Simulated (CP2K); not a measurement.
# MgB under changes of volume

One of the cells (12.133 Å³/atom); the others are scaled copies at fixed shape and fractional positions:

```
Mg B
1.0
     2.89515    0.00000    0.00000
     0.00000    2.89515    0.00000
     0.00000    0.00000    2.89515
Mg B
1 1
Cartesian
  0.0000 0.0000 0.0000
  1.4476 1.4476 1.4476
```

The cell was built by a generator and needn't be a form met in nature.

```yaml
Program: CP2K 2026.2
Functional: PBEsol
Potentials_or_basis: POTENTIAL_UZH Mg GTH-PBE-q10, B GTH-PBE-q3; TZVP-MOLOPT-PBE-GTH basis
Density_cutoff: 19048 eV
k_mesh: 9 × 9 × 9
Occupations: fermi-dirac, width 0.05 eV
Spin: no spin polarisation
```

```tsv
volume (Å³/atom)	energy over the lowest point (meV/atom)	pressure (GPa)
11.405	15.95	6.8
11.648	8.27	4.5
11.891	2.94	2.6
12.133	0.31	0.8
12.376	0.00	-0.8
12.619	?	?
12.861	6.72	-3.7
```

**Question.** What does the run at 12.619 Å³/atom give?

**Answer.** Energy over the lowest point 2.26 meV/atom; pressure -2.3 GPa.

Worked out: A Birch-Murnaghan fit of order 3 (a polynomial in V^(-2/3)) to the other rows has its minimum at 12.28 Å³/atom with B0 = V·E''(V) = 82 GPa (rough, since the energies scatter). It gives 2.18 meV/atom at 12.619 Å³/atom, against the run's 2.26, and -dE/dV = -2.2 GPa, against -2.3.

Energies are extrapolated to zero smearing.

Caveats: the potentials were made for another functional, which shifts forces and pressure; the basis of atomic orbitals isn't converged, which shifts pressures, moduli and gaps.
